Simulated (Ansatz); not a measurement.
The system is HfGe.

```
Hf Ge
1.0
     3.21967    0.00000    0.00000
     0.00000    3.21967    0.00000
     0.00000    0.00000    4.10843
Hf Ge
1 1
Cartesian
  1.6098 1.6098 0.0000
  0.0000 0.0000 0.0000
```

The cell was built by a generator and needn't be a form met in nature.

| Item | Value |
| --- | --- |
| Program | Ansatz 0.2.0 |
| Task | relaxation of cell and atoms |
| Functional | HSEsol |
| Potentials or basis | Ansatz PAW |
| Cutoff | 420 eV (not typed: the program's choice for these potentials) |
| k mesh | 4 × 4 × 4 |
| Occupations | fermi-dirac, width 0.05 eV |
| Spin | no spin polarisation |

At the start: volume 21.29 Å³/atom.

**Question.** Where does the relaxation end?

**Answer.** It ends after 18 steps and the volume is 21.89 Å³/atom (+2.8 %); space group P4/mmm (No. 123, to 0.05 Å).

Step by step:
| step | energy change (eV) | largest force (eV/Å) | volume (Å³) |
| --- | --- | --- | --- |
| 1 | 0.0000 | 0.0000 | 42.59 |
| 2 | -1.7308 | 0.0000 | 46.84 |
| 3 | -2.5417 | 0.0000 | 50.93 |
| 4 | -2.7259 | 0.0000 | 55.77 |
| 5 | -2.8936 | 0.0000 | 53.50 |
| 6 | -3.0913 | 0.0000 | 51.30 |
| 7 | -3.2715 | 0.0000 | 48.85 |
| 8 | -3.3866 | 0.0000 | 45.58 |
| 9 | -3.4022 | 0.0000 | 43.90 |
| 10 | -3.4051 | 0.0000 | 43.07 |
| 11 | -3.4058 | 0.0000 | 43.58 |
| 12 | -3.4063 | 0.0000 | 43.38 |
| 13 | -3.4063 | 0.0000 | 43.42 |
| 14 | -3.4344 | 0.0000 | 43.42 |
| 15 | -3.4357 | 0.0000 | 43.72 |
| 16 | -3.4357 | 0.0000 | 43.79 |
| 17 | -3.4357 | 0.0000 | 43.77 |
| 18 | -3.4358 | 0.0000 | 43.77 |

Final structure:
```
Hf Ge
1.0
     3.73188    0.00000    0.00000
     0.00000    3.73188    0.00000
     0.00000    0.00000    3.14292
Hf Ge
1 1
Direct
  0.50000 0.50000 0.00000
  0.00000 0.00000 0.00000
```

Caveat: the k mesh is coarse (spacing up to 0.49 Å⁻¹), so the values aren't converged, least of all with exact exchange; the plane-wave basis is chosen anew once the cell has moved, so the energies of steps on either side of that aren't comparable; the PAW data sets come from PBE, with cores solved anew for the run's functional, which leaves a small shift of forces and pressure.
